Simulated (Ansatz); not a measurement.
# La: from a first cell to all-electron results

Aim: relax La, then solve it with and without frozen cores. Methods of the runs shown: PAW, LAPW and crystal datasets. Its runs: relaxed (PAW); the reference run (LAPW, PAW and crystal datasets).

Program: Ansatz 0.2.0. Level of theory: DFT LDA, with the methods named in each step. These are calculated values, not measurements.

1 further run of the same task is left out (it didn't finish).

## (1) The system as given

It takes space group P6_3/mmc (No. 194, hexagonal). The conventional cell has a = 3.770 Å, b = 3.770 Å, c = 12.159 Å, α = 90.00°, β = 90.00°, γ = 120.00°. La (site symmetry -3m) is surrounded by 12 La at 3.74 to 3.77 Å. Around La (site symmetry -6m2) lie 12 La at 3.74 to 3.77 Å.

As a file:

```
La
1.0
     3.77000    0.00000    0.00000
    -1.88500    3.26492    0.00000
     0.00000    0.00000   12.15900
La
4
Direct
  0.00000 0.00000 0.00000
  0.00000 0.00000 0.50000
  0.33333 0.66667 0.75000
  0.66667 0.33333 0.25000
```

Atoms are numbered in the order of the input: La1, La2, La3, La4.

## (2) Relaxed, PAW

File input.yaml:

```yaml
crystal:
  lattice:
    - [3.77, 0.0, 0.0]
    - [-1.885, 3.2649157723, 0.0]
    - [0.0, 0.0, 12.159]
  atoms:
    - { symbol: La, position: [0.0, 0.0, 0.0] }
    - { symbol: La, position: [0.0, 0.0, 0.5] }
    - { symbol: La, position: [0.3333333333, 0.6666666667, 0.75] }
    - { symbol: La, position: [0.6666666667, 0.3333333333, 0.25] }
kpoints:
  mp_grid: { grid: [16, 16, 5] }
scf:
  occupations: { method: fermi_dirac, width: 0.05 }
hamiltonian:
  xc: lda
  pseudopotentials: { kind: paw }
output:
  forces: true
  stress: true
relax:
  f_tol: 0.003
  max_steps: 80
  cell: {}
```

Command:

```
$ ansatz run input.yaml --threads 4 --pin off --max-ram 10240MiB --backend cpu --events-out ev --progress --plain --runs-dir out
```

The runs that follow: The relaxed cell, LAPW; The relaxed cell, PAW; The relaxed cell, crystal datasets.

Q: Predict the outcome of this session. Wanted: volume, relaxed; gap.

**Answer**, as computed:

| quantity | value |
| --- | --- |
| volume, relaxed (PAW) | 32.213 Å³/atom, P6_3/mmc |
| gap (LAPW) | none |

**Reading.** Relaxing changes the volume by -13.9 %, to 32.21 Å³/atom. There is no gap at this level; the crystal is a metal here. PAW lies -0.05 GPa from LAPW in pressure. Spin-orbit coupling is left out, though the cell holds La; in elements this heavy it can shift bands and gaps by tenths of an eV.
